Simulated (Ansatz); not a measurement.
# CH4BrGaO2: ionisation energy by level of theory

How much energy removes an electron from CH4BrGaO2 at fixed geometry? The cation is run at each level and the neutral's energy taken from earlier runs.

Program: Ansatz 0.2.0, Gaussian basis. Level of theory: unrestricted cation, the program's frozen cores in correlated methods. These are calculated values, not measurements.

The runs, in order: UKS PBE-D4/def2-TZVPP; UKS r2SCAN-D4/def2-TZVPP; UKS PBE0-D4/def2-TZVPP; UKS B3LYP-D4/def2-TZVPP; UKS wB97X-V/def2-TZVPP; UKS B2PLYP/def2-TZVPP; UHF-CCSD(T)/def2-TZVPP; UHF-MP2/def2-QZVPP; extrapolation to the limit; then −ε(HOMO) from the neutral's earlier runs with LDA (SPW92), PBE-D4, revPBE-D4, BLYP-D4, r2SCAN-D4, B97M-V, PBE0-D4, B3LYP-D4, r2SCANh-D4, r2SCAN0-D4, HSE06-D4, BHLYP-D4, CAM-B3LYP-D4, LC-ωPBE, ωB97X-V, ωB97M-V.

1 further run of the same task is left out (it didn't finish).

**1. The relaxed structure**

All runs share one geometry, relaxed beforehand with PBE0-D4 in a triple-zeta def2 set.

SMILES `C[O][Ga]([OH])[Br]`, 9 atoms, charge 0, spin multiplicity 1.

Atoms are counted from 1 here; the program's logs count them from 0.

Bond lengths: C1–O2 1.410 Å, C1–H6 1.094 Å, C1–H7 1.094 Å, C1–H8 1.096 Å, O2–Ga3 1.767 Å, Ga3–O4 1.768 Å, Ga3–Br5 2.265 Å, O4–H9 0.961 Å. Angles: O2–C1–H6 109.5°, O2–C1–H7 109.5°, O2–C1–H8 113.1°, H6–C1–H7 108.3°, H6–C1–H8 108.2°, H7–C1–H8 108.2°, C1–O2–Ga3 124.4°, O2–Ga3–O4 119.0°, O2–Ga3–Br5 121.2°, O4–Ga3–Br5 119.8°, Ga3–O4–H9 112.2°.

As a file:

```xyz
9
charge 0, multiplicity 1
C     1.3209    0.7335    0.5097
O     0.4717   -0.3866    0.4053
Ga   -1.0608   -0.4002   -0.4739
O    -2.0128   -1.8892   -0.5121
Br   -1.8170    1.4470   -1.5439
H     1.4605    0.9882    1.5648
H     2.2987    0.4920    0.0814
H     0.9309    1.6181   -0.0066
H    -1.5920   -2.6027   -0.0247
```

**2. Cation, UKS PBE-D4/def2-TZVPP**

in.yaml

```yaml
crystal:
  periodic: [false, false, false]
  atoms:
    - {symbol: C, position_ang: [1.320895, 0.733509, 0.509657]}
    - {symbol: O, position_ang: [0.471704, -0.386616, 0.405319]}
    - {symbol: Ga, position_ang: [-1.060848, -0.400231, -0.473870]}
    - {symbol: O, position_ang: [-2.012807, -1.889243, -0.512143]}
    - {symbol: Br, position_ang: [-1.817007, 1.446965, -1.543886]}
    - {symbol: H, position_ang: [1.460460, 0.988191, 1.564811]}
    - {symbol: H, position_ang: [2.298687, 0.492012, 0.081415]}
    - {symbol: H, position_ang: [0.930927, 1.618074, -0.006650]}
    - {symbol: H, position_ang: [-1.592002, -2.602671, -0.024654]}
basis:
  gaussian: {orbitals: def2-TZVPP}
total_charge: 1
magnetization: {spin_polarized: true, initial_magnetization: 1}
hamiltonian: {xc: pbe, dispersion: d4}
```

On the command line:

```bash
$ ansatz run in.yaml --threads 2 --pin off --events-out ev --progress --plain --max-ram 32768MiB --backend cpu
```

Further steps of the session: Cation, UKS r2SCAN-D4/def2-TZVPP; Cation, UKS PBE0-D4/def2-TZVPP; Cation, UKS B3LYP-D4/def2-TZVPP; Cation, UKS wB97X-V/def2-TZVPP; Cation, UKS B2PLYP (frozen core)/def2-TZVPP; Cation, UHF-CCSD(T)/def2-TZVPP; Cation, UHF-MP2/def2-QZVPP.

**Question.** What will the summary of the whole plan be? Wanted: ionisation energy, CCSD(T)/CBS; nearest functional by difference; nearest −ε(HOMO); −ε(HOMO) of PBE; T1 of the cation.

The runs gave:

| quantity | value |
| --- | --- |
| ionisation energy, CCSD(T)/CBS | 10.84 eV |
| nearest functional by difference | ωB97X-V (-0.26 eV) |
| nearest −ε(HOMO) | ωB97X-V (-0.10 eV) |
| −ε(HOMO) of PBE | 6.70 eV |
| T1 of the cation | 0.023 |

In words: By cation minus neutral, the functionals miss by 1.04 eV at most. −ε(HOMO) of PBE misses by 4.1 eV, since self-interaction lifts the level. Among orbital estimates ωB97X-V comes nearest. Hartree-Fock falls 1.45 eV short, as the neutral has more correlation energy than the cation. Correlated methods include outer-core shells of Br, Ga, which these sets cover unevenly. With outer-core shells in play the reference is unsure by up to some tenths of an eV, so close misses can't be ranked.
